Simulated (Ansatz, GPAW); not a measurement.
# NaTlTe2 with GLLB-SC from a Python script

These are simulated results from GPAW 26.7.0, not measurements. The cell was built from a prototype and was relaxed with r2SCAN in plane waves (Ansatz 0.2.0). It may be hypothetical. All runs are without spin polarisation.

Space group P-4m2 (No. 115), tetragonal; conventional cell a = 4.635 Å, c = 7.423 Å, 39.86 Å³ an atom. Na has 4 Te at 3.06 Å; Te has 2 Tl at 2.88 Å and 2 Na at 3.06 Å; Tl has 4 Te at 2.88 Å.

GLLB-SC is a model potential. Its fundamental gap is the Kohn-Sham gap plus a derivative discontinuity, which the script evaluates at the band edges among the listed k points. Its total energy isn't variational and serves nothing here.

The script, run.py:

```python
import json
from ase import Atoms
from gpaw import GPAW, PW, FermiDirac

atoms = Atoms(['Na', 'Te', 'Tl', 'Te'],
              cell=[[4.634593, 0.0, 0.0], [0.0, 4.634593, 0.0], [0.0, 0.0, 7.422936]],
              scaled_positions=[[0.0, 0.0, 0.0], [-0.0, 0.5, 0.268571], [0.5, 0.5, 0.5], [0.5, 0.0, 0.731429]],
              pbc=True)
calc = GPAW(mode=PW(400), xc='GLLBSC', kpts={'size': (4, 4, 2), 'gamma': True},
            occupations=FermiDirac(0.02), maxiter=100, legacy_gpaw=True, txt='gpaw.txt')
atoms.calc = calc
res = {'energy': atoms.get_potential_energy(force_consistent=True)}
res['electrons'] = calc.get_number_of_electrons()
res['k'] = calc.get_ibz_k_points().tolist()
res['levels'] = [calc.get_eigenvalues(kpt=i).tolist() for i in range(len(res['k']))]
points = [[0.0, 0.0, 0.0], [0.0, 0.5, 0.0], [0.5, 0.5, 0.0], [0.0, 0.0, 0.5], [0.0, 0.5, 0.5], [0.5, 0.5, 0.5], [0.0, 0.140625, 0.0]]
bands = calc.fixed_density(kpts=points, symmetry='off', nbands=round(res['electrons']) // 2 + 6, convergence={'bands': -2}, txt='bands.txt')
res['points'] = [bands.get_eigenvalues(kpt=i).tolist() for i in range(len(points))]
homo, lumo = bands.get_homo_lumo()
potential = calc.hamiltonian.xc.response.calculate_discontinuity_potential(homo, lumo)
res['discontinuity'] = bands.hamiltonian.xc.response.calculate_discontinuity(potential)
json.dump(res, open('results.json', 'w'))
print('free energy (eV):', round(res['energy'], 5))
```

Command: `python run.py`. It took 28 s on 1 thread of Arm Neoverse V2, on a shared host, peak memory 0.23 GiB.

The log gpaw.txt, trimmed of paths, versions and times, then the last line on the terminal. An iter line gives the energy in eV and the logarithms of the changes of orbitals (plane waves alone) and density (c: converged):

```
___ ___ ___ _ _ _
 |   |   |_  | | | |

 | | | | | . | | | |

 |__ |  _|___|_____|  26.7.0
 |___|_|

Input parameters:
  kpts: {gamma: True,
         size: (4, 4, 2)}
  maxiter: 100
  mode: {ecut: 400.0,
         name: pw}
  occupations: {fixmagmom: False,
                name: fermi-dirac,
                width: 0.02}
  xc: GLLBSC

System changes: positions, numbers, cell, pbc, initial_charges, initial_magmoms

Initialize ...

species:
  Na:
    name:    Sodium
    Z:       11.0
    valence: 7
    core:    4
    charge:  0.0  # [|e|]
    compensation charges:
      type: gauss
      rc: 0.37  # [Å]
      lmax: 2
    cutoffs:
      filter: 2.17  # [Å]
      core: 2.51  # [Å]
    projectors
    | kind |    occ | energy [eV] | rcut [Å] |

    |------|--------|-------------|----------|

    |   3s |  1.000 |      -3.912 |    1.201 |

    |   2p |  6.000 |     -30.109 |    1.217 |

    |   3p |  0.000 |      -2.230 |    1.217 |

    |    s |        |      23.299 |    1.201 |

    |    d |        |       0.000 |    1.238 |

    Using partial waves for Na as LCAO basis

  Te:
    name:    Tellurium
    Z:       52.0
    valence: 6
    core:    46
    charge:  0.0  # [|e|]
    compensation charges:
      type: gauss
      rc: 0.36  # [Å]
      lmax: 2
    cutoffs:
      filter: 2.09  # [Å]
      core: 3.17  # [Å]
    projectors
    | kind |    occ | energy [eV] | rcut [Å] |

    |------|--------|-------------|----------|

    |   5s |  2.000 |     -17.259 |    1.180 |

    |   5p |  4.000 |      -8.515 |    1.196 |

    |    s |        |       9.952 |    1.180 |

    |    p |        |      18.697 |    1.196 |

    |    d |        |       0.000 |    1.238 |

    Using partial waves for Te as LCAO basis

  Tl:
    name:    Thallium
    Z:       81.0
    valence: 13
    core:    68
    charge:  0.0  # [|e|]
    compensation charges:
      type: gauss
      rc: 0.38  # [Å]
      lmax: 2
    cutoffs:
      filter: 2.11  # [Å]
      core: 2.55  # [Å]
    projectors
    | kind |    occ | energy [eV] | rcut [Å] |

    |------|--------|-------------|----------|

    |   6s |  2.000 |      -9.910 |    1.212 |

    |   6p |  1.000 |      -2.880 |    1.270 |

    |   5d | 10.000 |     -16.502 |    1.191 |

    |    s |        |      17.302 |    1.212 |

    |    p |        |      24.332 |    1.270 |

    |    d |        |      10.709 |    1.191 |

    Using partial waves for Tl as LCAO basis

Reference energy: -923731.001501  # eV

Spin-paired calculation

Convergence criteria:
 Maximum [total energy] change in last 3 cyles: 0.0005 eV / valence electron
 Maximum integral of absolute [dens]ity change: 0.0001 electrons / valence electron
 Maximum integral of absolute [eigenst]ate change: 4e-08 eV^2 / valence electron
 Maximum number of scf [iter]ations: 100
 (Square brackets indicate name in SCF output, whereas a 'c' in
 the SCF output indicates the quantity has converged.)

Symmetries present (total): 8

  ( 1  0  0)  ( 1  0  0)  ( 0  1  0)  ( 0  1  0)  ( 0 -1  0)  ( 0 -1  0)
  ( 0  1  0)  ( 0 -1  0)  ( 1  0  0)  (-1  0  0)  ( 1  0  0)  (-1  0  0)
  ( 0  0  1)  ( 0  0  1)  ( 0  0 -1)  ( 0  0 -1)  ( 0  0 -1)  ( 0  0 -1)

  (-1  0  0)  (-1  0  0)
  ( 0  1  0)  ( 0 -1  0)
  ( 0  0  1)  ( 0  0  1)

32 k-points: 4 x 4 x 2 Monkhorst-Pack grid + [1/8,1/8,1/4]
12 k-points in the irreducible part of the Brillouin zone
       k-points in crystal coordinates                weights
   0:     0.00000000    0.00000000    0.00000000          1/32
   1:     0.00000000    0.00000000    0.50000000          1/32
   2:     0.25000000    0.00000000    0.00000000          4/32
   3:     0.25000000    0.00000000    0.50000000          4/32
   4:     0.25000000    0.25000000    0.00000000          4/32
   5:     0.25000000    0.25000000    0.50000000          4/32
   6:     0.50000000    0.00000000    0.00000000          2/32
   7:     0.50000000    0.00000000    0.50000000          2/32
   8:     0.50000000    0.25000000    0.00000000          4/32
   9:     0.50000000    0.25000000    0.50000000          4/32
          ...
  11:     0.50000000    0.50000000    0.50000000          1/32

Wave functions: Plane wave expansion
  Cutoff energy: 400.000 eV
  Number of coefficients (min, max): 2876, 2913
  Pulay-stress correction: 0.000000 eV/Ang^3 (de/decut=0.000000)
  Using FFTW library
  ScaLapack parameters: grid=1x1, blocksize=None
  Wavefunction extrapolation:
    Improved wavefunction reuse through dual PAW basis

Occupation numbers: Fermi-Dirac:
  width: 0.0200  # eV

Eigensolver
   Davidson(niter=2)

Densities:
  Coarse grid: 24*24*35 grid
  Fine grid: 48*48*70 grid
  Total Charge: 0.000000

Density mixing:
  Method: separate
  Backend: msr1
  Linear mixing parameter: 0.05
  old densities: 10
  Width of damping distribution: 1.1
  Damping of long wavelength oscillations: 20

Hamiltonian:
  XC and Coulomb potentials evaluated on a 48*48*70 grid
  Using the GLLBSC Exchange-Correlation functional
  External potential:
    NoExternalPotential

XC parameters: GLLBSC functional being used consists of
  -----------------------------------------------------------------------
  | Weight | Module     | Description                                   |

  -----------------------------------------------------------------------
  |  1.000 | SCREENING  | GGA_X_PBE_SOL with 2 nearest neighbor stencil |

  |  1.000 | RESPONSE   | eps=0.0500 eV                                 |

  |  1.000 | XC         | GGA_C_PBE_SOL with 2 nearest neighbor stencil |

  -----------------------------------------------------------------------

Memory estimate:
  Process memory now: 118.95 MiB
  Calculator: 36.81 MiB
    Density: 11.70 MiB
      Arrays: 4.00 MiB
      Localized functions: 4.63 MiB
      Mixer: 3.08 MiB
    Hamiltonian: 2.74 MiB
      Arrays: 2.61 MiB
      XC: 0.00 MiB
      Poisson: 0.00 MiB
      vbar: 0.13 MiB
    Wavefunctions: 22.36 MiB
      Arrays psit_nG: 12.80 MiB
      Eigensolver: 1.38 MiB
      Projections: 0.25 MiB
      Projectors: 6.63 MiB
      PW-descriptor: 1.30 MiB

Total number of cores used: 1

Number of atoms: 4
Number of atomic orbitals: 24
Number of bands in calculation: 24
Number of valence electrons: 32
Bands to converge: occupied

... initialized

Initializing position-dependent things.

Density initialized from atomic densities
Creating initial wave functions:
  24 bands from LCAO basis set

    .----------.
   /|          |

  / |          |

 *  |          |

 |  |          |

 |  | Te       |

 |  |   Tl     |

 |  |          |

 |Te|          |

 |  .----------.
 | /          /
 |/          /
 Na---------*
Positions:
   0 Na     0.000000    0.000000    0.000000    ( 0.0000,  0.0000,  0.0000)
   1 Te     0.000000    2.317296    1.993585    ( 0.0000,  0.0000,  0.0000)
   2 Tl     2.317296    2.317296    3.711468    ( 0.0000,  0.0000,  0.0000)
   3 Te     2.317296    0.000000    5.429351    ( 0.0000,  0.0000,  0.0000)

Unit cell:
           periodic     x           y           z      points  spacing
  1. axis:    yes    4.634593    0.000000    0.000000    24     0.1931
  2. axis:    yes    0.000000    4.634593    0.000000    24     0.1931
  3. axis:    yes    0.000000    0.000000    7.422936    35     0.2121

  Lengths:   4.634593   4.634593   7.422936
  Angles:   90.000000  90.000000  90.000000

Effective grid spacing dv^(1/3) = 0.1992

iter:   1   -14.135567
iter:   2   -13.328275   -1.14  -1.11
iter:   3   -13.193085   -1.91  -1.15
iter:   4   -12.965393   -1.62  -1.28
iter:   5   -12.961353   -2.44  -1.58
iter:   6   -12.937002   -2.81  -1.66
iter:   7   -12.958678   -3.06  -1.95
iter:   8   -12.980088   -3.60  -1.95
iter:   9   -12.981825   -4.00  -2.16
iter:  10   -12.972603c  -4.10  -2.35
iter:  11   -12.969912c  -4.82  -2.68
iter:  12   -12.960069c  -4.63  -2.92
iter:  13   -12.959143c  -5.78  -3.37
iter:  14   -12.958157c  -6.67  -3.94
iter:  15   -12.958294c  -7.14  -4.17c
iter:  16   -12.958124c  -7.95c -4.67c

Converged after 16 iterations.

Energy contributions relative to reference atoms: (reference = -923731.001501)

Kinetic:        +37.481396
Potential:      -32.809167
External:        +0.000000
XC:             -16.344501
Entropy (-ST):   -0.000003
Local:           -1.285850
SIC:             +0.000000
--------------------------
Free energy:    -12.958125
Extrapolated:   -12.958124

GLLBSC response reference energy: 0.81198 eV (from HOMO)

Showing only first 2 kpts
 Kpt  Band  Eigenvalues  Occupancy
  0    14      0.81179    1.99995
  0    15      0.81179    1.99995
  0    16      1.20756    0.00019
  0    17      3.77631    0.00000

  1    14      0.65891    2.00000
  1    15      0.65891    2.00000
  1    16      2.08656    0.00000
  1    17      3.83923    0.00000

Fermi level: 1.02244

Gap: 0.396 eV
Transition (v -> c):
  (s=0, k=0, n=15, [0.00, 0.00, 0.00]) -> (s=0, k=0, n=16, [0.00, 0.00, 0.00])
No difference between direct/indirect transitions

free energy (eV): -12.95813
```

The gap in the log is over the mesh alone; results.json adds the listed points. GLLB-SC gives a gap of 0.63 eV (0.396 eV Kohn-Sham over the listed points plus 0.229 eV discontinuity). On the same cell, plane-wave PBE (Ansatz, 6×6×4 k points and the special points) gives a gap of 0.07 eV and r2SCAN a gap of 0.31 eV; on shared hosts these took about 14 and 30 core-seconds on the 4-atom cell, against 28 for the script. Spin-orbit coupling, left out in all these runs, can cut or reorder the gap by tenths of an eV, up to about 1 eV with Pb or Bi.

Spin-orbit coupling is left out; in compounds of Pb, Bi, Tl or Hg it can lower a gap by up to about 1 eV, split its edges or invert the bands.
